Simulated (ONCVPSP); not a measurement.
**Molybdenum: generating and testing an ONCV potential**

Aim: build the potential from the settings below, then test how well it stands in for the atom: other configurations, scattering, ghost states and the plane-wave cutoff that it needs.

The numbers are computed with ONCVPSP 4.0.1 (PBEsol, scalar-relativistic, spin-unpolarised reference atom).

## (1) Settings

Typed settings, in words:

```json
{
  "element": "molybdenum (Mo, Z = 42)",
  "type": "optimised norm-conserving Vanderbilt (ONCV)",
  "frozen core": "[Ar] 3d10",
  "valence charge": "14",
  "reference configuration": "4s2 4p6 4d5 5s1",
  "partial waves": "4s+5s: rc 2.00 bohr, ncon 5, nbas 9, qcut 5.8 1/bohr, 2 projectors; 4p: rc 1.80 bohr, ncon 4, nbas 7, qcut 6.6 1/bohr, 1 projector; 4d: rc 1.50 bohr, ncon 3, nbas 7, qcut 6.6 1/bohr, local",
  "local potential": "the d channel",
  "core correction": "Teter function, fcfact 4.5, rcfact 1.65"
}
```

The outer shells as boxes (Hund's rule for the drawing; the calculation is spin-unpolarised):

```
[Ar] core
3d [↑↓][↑↓][↑↓][↑↓][↑↓]
4s [↑↓]
4p [↑↓][↑↓][↑↓]
4d [↑ ][↑ ][↑ ][↑ ][↑ ]
5s [↑ ]
```

## (2) Generation

Input file Mo.dat:

```
# ATOM AND REFERENCE CONFIGURATION
# atsym  z   nc   nv     iexc    psfile
  Mo 42.00    6    4  -116133      upf
#
#   n    l    f
    1    0    2.00
    2    0    2.00
    2    1    6.00
    3    0    2.00
    3    1    6.00
    3    2   10.00
    4    0    2.00
    4    1    6.00
    4    2    5.00
    5    0    1.00
#
# PSEUDOPOTENTIAL AND OPTIMIZATION
# lmax
    2
#
#   l,   rc,      ep,       ncon, nbas, qcut
    0    2.00    0.00    5    9    5.80
    1    1.80    0.00    4    7    6.60
    2    1.50    0.00    3    7    6.60
#
# LOCAL POTENTIAL
# lloc, lpopt,  rc(5),   dvloc0
    2    5    1.50    0.00
#
# VANDERBILT-KLEINMAN-BYLANDER PROJECTORs
# l, nproj, debl
    0    2    4.00
    1    1    2.10
    2    0    2.10
#
# MODEL CORE CHARGE
# icmod, fcfact, rcfact
    3    4.50    1.65
#
# LOG DERIVATIVE ANALYSIS
# epsh1, epsh2, depsh
   -4.00    5.00    0.02
#
# OUTPUT GRID
# rlmax, drl
    6.00    0.01
#
# TEST CONFIGURATIONS
# ncnf
    4
# nvcnf
#   n    l    f
    4
    4    0    2.00
    4    1    6.00
    4    2    5.00
    5    0    0.00
#
    4
    4    0    2.00
    4    1    6.00
    4    2    4.00
    5    0    0.00
#
    4
    4    0    2.00
    4    1    6.00
    4    2    3.00
    5    0    0.00
#
    5
    4    0    2.00
    4    1    6.00
    4    2    5.00
    5    0    0.00
    5    1    1.00
#
```

Launch:

```sh
oncvpsp.x < Mo.dat > Mo.out
```

What does the calculation give? Wanted: cutoffs for 1 and 0.1 mHa per electron, occupied waves; bound ghosts; GHOST(+) flags; largest test error; largest phase difference near zero energy, channels read; rms error of d²Exc/dn², without and with the model core.

**Answer**, as computed:

| quantity | value |
| --- | --- |
| cutoffs for 1 and 0.1 mHa per electron, occupied waves | 19 Ha and 24 Ha |
| bound ghosts | none found |
| GHOST(+) flags | none at low energy |
| largest test error (AE − PS) | +18 meV, for 4s2 4p6 4d5 5s0 5p1 |
| largest phase difference near zero energy, channels read | 0.013 rad |
| rms error of d²Exc/dn², without and with the model core | 3.03 and 3.25 mHa |

By total energies transferability is good: the largest error is 18 meV on 3.2 eV, for 4s2 4p6 4d5 5s0 5p1. It counts as of middling hardness, with 19 Ha needed at the looser tolerance. At the looser tolerance the 4d wave is the slowest; 4s needs 13 Ha. No bound ghost shows below the valence levels. Near zero energy the phases of the channels with partial waves agree within 0.013 rad.
